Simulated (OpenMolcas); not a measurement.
# Dy²⁺: CASSCF and CASPT2 terms and fine-structure levels

Wanted: the level scheme of Dy²⁺ from active-space wave functions, then second-order correlation under several settings.

Method: state-averaged CASSCF and CASPT2, spin-orbit coupling by RASSI with atomic mean-field integrals. Code: OpenMolcas 26.06.

### Step 1. The system

- Species: Dy²⁺ (dysprosium, Z = 66, 64 electrons)
- Basis: ANO-RCC-VDZ [7s6p4d2f], 59 functions
- Scalar Hamiltonian: DKH4, point nucleus
- Inactive shells: 1s 2s 2p 3s 3p 3d 4s 4p 4d 5s 5p
- Active space: 10 electrons in 7 orbitals (4f)
- Some configurations of this space: 4f¹⁰
- Orbitals: optimised for each spin and parity, averaged over all roots

The outer shells:

4f10
```
4f [↑↓][↑↓][↑↓][↑ ][↑ ][↑ ][↑ ]
```

Each step is its own input file, run in one work folder so that later steps find the files of earlier ones. Labels, J, g values, rates, χT and fits are worked out afterwards by a script from the matrices that RASSI stores.

### Step 2. GATEWAY and SEWARD: basis and integrals

a.inp

```
&GATEWAY
Coord
1

Dy 0.0 0.0 0.0
Basis=ANO-RCC-VDZ
Group=XYZ
NoMove
AngMom=0.0 0.0 0.0
AMFI
&SEWARD
Relativistic=R04O02
```

Command:

```bash
OMP_NUM_THREADS=1 MOLCAS_MEM=2252 MOLCAS_PROJECT=a pymolcas a.inp > a.log
```

### Step 3. Reference wave functions, quintets of even parity, 35 roots

a.inp

```
&RASSCF
FileOrb=start.orb
Symmetry=1
Spin=5
nActEl=10 0 0
Inactive=15 12
Ras2=0 7
CIRoot=35 35 1
SDav=35
CIMx=300
Iter=120 100
PrWF=0.3
OrbListing=Nothing
MaxOrb=0
Atom
>>> COPY $Project.JobIph JOB001
```

start.orb holds the contracted functions of the basis, ordered by shell, or the orbitals of the step before.

### Step 4. CASSCF: triplets of even parity, 210 roots

a.inp

```
&RASSCF
FileOrb=start.orb
Symmetry=1
Spin=3
nActEl=10 0 0
Inactive=15 12
Ras2=0 7
CIRoot=210 210 1
SDav=210
CIMx=300
Iter=120 100
PrWF=0.3
OrbListing=Nothing
MaxOrb=0
Atom
>>> COPY $Project.JobIph JOB002
```

### Step 5. Reference wave functions, singlets of even parity, 196 roots

a.inp

```
&RASSCF
FileOrb=start.orb
Symmetry=1
Spin=1
nActEl=10 0 0
Inactive=15 12
Ras2=0 7
CIRoot=196 196 1
SDav=196
CIMx=300
Iter=120 100
PrWF=0.3
OrbListing=Nothing
MaxOrb=0
Atom
>>> COPY $Project.JobIph JOB003
```

### Step 6. RASSI: spin-orbit coupling between the states

a.inp

```
&RASSI
NrOfJobIphs=2 30 26
1 2 3 4 5 6 7 8 9 10 11 12 13 14 15 16 17 18 19 20 21 22 23 24 25 26 27
28 29 30
1 2 3 4 5 6 7 8 9 10 11 12 13 14 15 16 17 18 19 20 21 22 23 24 25 26
IphNames
JOB001
JOB002
EJob
SpinOrbit
DIPRint=1.0
SOCoupling=1000.0
Subsets=2
MEES
Property=10
'ANGMOM' 1 'ANGMOM' 2 'ANGMOM' 3 'MLTPL  1' 1 'MLTPL  1' 2 'MLTPL  1' 3
'AMFI' 1 'AMFI' 2 'AMFI' 3 'MLTPL  2' 6
SOProperty=3
'ANGMOM' 1 'ANGMOM' 2 'ANGMOM' 3
```

### Step 7. CASPT2: IPEA 0, sigma2 regulariser 0.3 (closed shells correlated: none), extended multistate

a.inp

```
>>> COPY JOB001 $Project.JobIph
&CASPT2
XMultistate=30 1 2 3 4 5 6 7 8 9 10 11 12 13 14 15 16 17 18 19 20 21 22
23 24 25 26 27 28 29 30
Frozen=15 12
IPEA=0.0
Sig2=0.3
MaxIter=60
WThr=0.0 0.3 0.05
PrWF=0.5
NoMix
>>> COPY JOB002 $Project.JobIph
&CASPT2
XMultistate=26 1 2 3 4 5 6 7 8 9 10 11 12 13 14 15 16 17 18 19 20 21 22
23 24 25 26
Frozen=15 12
IPEA=0.0
Sig2=0.3
MaxIter=60
WThr=0.0 0.3 0.05
PrWF=0.5
NoMix
```

### Step 8. CASPT2: IPEA 0.4, sigma1 regulariser 0.3 (closed shells correlated: 5s 5p)

a.inp

```
>>> COPY JOB001 $Project.JobIph
&CASPT2
Multistate=30 1 2 3 4 5 6 7 8 9 10 11 12 13 14 15 16 17 18 19 20 21 22
23 24 25 26 27 28 29 30
Frozen=14 9
IPEA=0.4
Sig1=0.3
MaxIter=60
WThr=0.0 0.3 0.05
PrWF=0.5
NoMix
>>> COPY JOB002 $Project.JobIph
&CASPT2
Multistate=26 1 2 3 4 5 6 7 8 9 10 11 12 13 14 15 16 17 18 19 20 21 22
23 24 25 26
Frozen=14 9
IPEA=0.4
Sig1=0.3
MaxIter=60
WThr=0.0 0.3 0.05
PrWF=0.5
NoMix
```

### Step 9. CASPT2: IPEA 0.75 (closed shells correlated: 5s 5p)

Changes to a.inp since step 8:

```diff
@@ -4,5 +4,5 @@
 23 24 25 26 27 28 29 30
+NoMult
 Frozen=14 9
-IPEA=0.4
-Sig1=0.3
+IPEA=0.75
 MaxIter=60
@@ -15,5 +15,5 @@
 23 24 25 26
+NoMult
 Frozen=14 9
-IPEA=0.4
-Sig1=0.3
+IPEA=0.75
 MaxIter=60
```

(Steps that only read results are left out.)

**Question.** What will these runs give? Wanted: lowest level; first excited level; lowest level of another term; spin-orbit lowering of the lowest level; strongest of the lines computed, by gA.

As calculated:

| quantity | value |
| --- | --- |
| method | XMS-CASPT2, IPEA 0, sigma2 regulariser 0.3 (closed shells correlated: none) |
| lowest level | 4f¹⁰ ⁵I₈, 95 % of that term, g = 1.245 |
| ground level listed by NIST | 5I8 |
| first excited level | 4f¹⁰ ⁵I₇ at 4280 cm⁻¹ |
| lowest level of another term | 4f¹⁰ ⁵F₅ at 19200 cm⁻¹ |
| spin-orbit lowering of the lowest level | 6585 cm⁻¹ |
| strongest of the lines computed, by gA (one parity, so forbidden lines), at CASSCF energies | 4f¹⁰ ⁵I₇ → 4f¹⁰ ⁵I₈, 2349 nm, A = 3.49e+00 s⁻¹ |

Cost and accuracy by method:

```
                                                method  time of its own steps  time with the reference  mean absolute difference from method B (cm-1)
                                             A. CASSCF                   67 s                     67 s                                            180
  B. XMS-CASPT2, IPEA 0, sigma2 regulariser 0.3, +none                   14 s                     80 s                                              0
C. SS-CASPT2, IPEA 0.4, sigma1 regulariser 0.3, +5s 5p                   23 s                     90 s                                            190
                       D. SS-CASPT2, IPEA 0.75, +5s 5p                   14 s                     80 s                                            150
```

Times are of one thread on a shared host.

**Reading.** The multiplet ⁵I is inverted; its intervals divided by the larger J differ by 41 % of their mean, where Landé's rule for pure LS coupling makes them equal. Second-order correlation (method B) scales the levels of the lowest configuration above 5000 cm⁻¹ by 0.95 to 1.00. Only the configurations of the active space and the roots asked for are present. Not all states of the active space went into the spin-orbit step. CASPT2 does not keep the components of a term degenerate, and the means are used. High states of lower spin are left out of the spin-orbit mixing. Levels of other configurations are missing from the list.
